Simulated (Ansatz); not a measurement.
NiMoIrPdW:

```xyz
10
Lattice="2.7708 0.0000 0.0000 -1.3854 2.3996 0.0000 0.0000 0.0000 22.0196" Properties=species:S:1:pos:R:3 pbc="T T T"
Ni    0.0000    1.5998   18.7345
Ni    1.3854    0.7999    3.2851
Mo    1.3854    0.7999   16.7479
Mo    0.0000    1.5998    5.2717
Pd    0.0000    1.5998    1.1734
Pd    1.3854    0.7999   20.8462
Ir    0.0000    1.5998   14.4948
Ir    1.3854    0.7999    7.5248
W     0.0000    1.5998    9.7807
W     1.3854    0.7999   12.2389
```

The cell was built by a generator and needn't be a form met in nature.

Base run:

| Property | Result |
| --- | --- |
| Program | Ansatz 0.2.0 |
| Functional | LDA |
| Potentials or basis | Ansatz PAW |
| Cutoff | 420 eV (not typed: the program's choice for these potentials) |
| k mesh | 11 × 11 × 2 |
| Occupations | fermi-dirac, width 0.05 eV |
| Spin | collinear spin, ferromagnetic start |
| Starting moments | [1.0, 1.0, 1.0, 1.0, 0.0, 0.0, 0.6, 0.6, 0.0, 0.0] μB |

Its results: band gap on the k mesh none (metal or under the smearing width); pressure -14.5 GPa; net moment 0.00 μB per cell; largest force 0.231 eV/Å.

Problem. The run is repeated on the same cell with these changes: functional from LDA to HSE03; k mesh from 11 × 11 × 2 to 5 × 5 × 1. What comes out?

Solution. Band gap on the k mesh none (metal or under the smearing width); pressure -7.1 GPa; net moment 0.32 μB per cell; site moments Ni +0.07; Mo +0.00; Pd -0.00; Ir +0.08; W +0.02 μB; largest force 0.351 eV/Å.

Several settings changed at once, so the effect can't be laid on one alone.

Caveats: some runs use coarse meshes; the PAW data sets come from PBE, with cores solved anew for the run's functional, which leaves a small shift of forces and pressure; the starting moments weren't kept; spin-orbit coupling is left out, which moves the levels of the heavy elements (some runs); the magnetic or orbital state may not be the lowest (some runs); the thresholds are loose for stress (some runs).
